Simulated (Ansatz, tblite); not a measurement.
# The cluster Ta3B3: a ladder of methods and basis sets

How do method and basis change the picture of the cluster Ta3B3 (singlet)?

The runs use Ansatz 0.2.0, Gaussian basis; as each input shows.

Levels to be run: GFN1-xTB, GFN2-xTB, PBE-D4/def2-TZVP, r2SCAN-D4/def2-TZVP, ωB97M-V/def2-TZVP, HF/def2-TZVP, PBE-D4/def2-SVP, PBE0-D4/def2-SVP, PBE0-D4/def2-TZVPD, PBE-D4/def2-TZVPD, r2SCAN-D4/def2-TZVPD, CCSD(T)/def2-SVP, MP2/def2-TZVP, RPA/def2-TZVP.

3 further runs of the same task are left out: 1 that didn't finish, 2 set aside as unsound or not needed.

### 1 The structure

The geometry is that of the singlet, from an earlier relaxation (PBE-D4/def2-SVP). At that level it is the lowest of the isomers that a small search found.

6 atoms, charge 0, spin multiplicity 1.

Bond lengths: Ta1–B5 2.197 Å, Ta2–B4 2.043 Å, Ta2–B5 2.318 Å, Ta2–B6 2.267 Å, Ta3–B5 2.141 Å, B4–B6 1.529 Å, B5–B6 1.616 Å. Angles: B4–Ta2–B5 82.4°, B4–Ta2–B6 41.2°, B5–Ta2–B6 41.3°, Ta2–B4–B6 77.3°, Ta1–B5–Ta2 132.8°, Ta1–B5–Ta3 63.9°, Ta1–B5–B6 157.6°, Ta2–B5–Ta3 69.3°, Ta2–B5–B6 67.7°, Ta3–B5–B6 136.8°, Ta2–B6–B4 61.6°, Ta2–B6–B5 71.1°, B4–B6–B5 132.6°.

Ta takes a core potential in the def2 sets. No spin-orbit coupling is included.

PBE0-D4/def2-TZVP was run before; its log isn't repeated, and its numbers join the tables.

### 2 GFN1-xTB

Tight binding, by tblite at 300 K electronic temperature and without a spin-polarisation term:

```python
tblite.interface.Calculator('GFN1-xTB', numbers, positions, charge=0, uhf=0).singlepoint()
```

Energy -276.2540 eV, HOMO -10.53 eV, LUMO -10.28 eV; 0.006 s.

### 3 GFN2-xTB

Tight binding, by tblite at 300 K electronic temperature and without a spin-polarisation term:

```python
tblite.interface.Calculator('GFN2-xTB', numbers, positions, charge=0, uhf=0).singlepoint()
```

Energy -244.6453 eV, HOMO -8.53 eV, LUMO -8.45 eV; 0.016 s.

### 4 PBE-D4/def2-TZVP

start.molden holds the orbitals of an earlier run on this state, given as this run's starting guess.

File in.yaml:

```yaml
crystal:
  periodic: [false, false, false]
  atoms:
    - {symbol: Ta, position_ang: [-2.617406, -0.709818, -0.089851]}
    - {symbol: Ta, position_ang: [1.486915, -0.380473, -0.494502]}
    - {symbol: Ta, position_ang: [-0.679506, -1.640809, -0.897634]}
    - {symbol: B, position_ang: [1.960090, 1.385877, 0.417444]}
    - {symbol: B, position_ang: [-0.625291, 0.120436, 0.319348]}
    - {symbol: B, position_ang: [0.475198, 1.224797, 0.745204]}
basis:
  gaussian: {orbitals: def2-TZVP, initial_orbitals: start.molden}
hamiltonian: {xc: pbe, dispersion: d4}
scf: {omitted_lower_state_checks: [starts]}
output: {orbitals: {seedname: orbitals}}
```

Run with:

```sh
$ ansatz run in.yaml --threads 4 --pin off --events-out ev --progress --plain --max-ram 8704MiB
```

The runs that follow: r2SCAN-D4/def2-TZVP; ωB97M-V/def2-TZVP; HF/def2-TZVP; PBE-D4/def2-SVP; PBE0-D4/def2-SVP; PBE0-D4/def2-TZVPD; PBE-D4/def2-TZVPD; r2SCAN-D4/def2-TZVPD; CCSD(T)/def2-SVP; MP2/def2-TZVP; RPA/def2-TZVP.

Before running them: what should the planned runs give, taken together? Wanted: gap in def2-TZVP, named functionals and Hartree-Fock, smallest and largest; correlation energy, CCSD(T)/def2-SVP; correlation energy, MP2/def2-TZVP; binding an atom, functionals in def2-TZVP; PBE0 total energy, smallest basis above largest.

The runs gave:

| quantity | value |
| --- | --- |
| gap in def2-TZVP, named functionals and Hartree-Fock, smallest and largest | 0.41 eV (PBE-D4), 5.45 eV (HF) |
| correlation energy, CCSD(T)/def2-SVP | -33.67 eV |
| correlation energy, MP2/def2-TZVP | -39.74 eV |
| binding an atom, functionals in def2-TZVP | 3.29 (ωB97M-V) to 4.26 eV (PBE-D4) |
| PBE0 total energy, smallest basis above largest | 2.96 eV (def2-SVP, def2-TZVPD) |

**Reading.** Orbital gaps of the named functionals and Hartree-Fock in def2-TZVP span 0.41 eV (PBE-D4) to 5.45 eV (HF); exact exchange widens it. Notes on CCSD(T)/def2-SVP and its Hartree-Fock reference, which MP2 shares: large T1 diagnostic, restricted state is unstable towards broken spin symmetry, state flagged by the program.
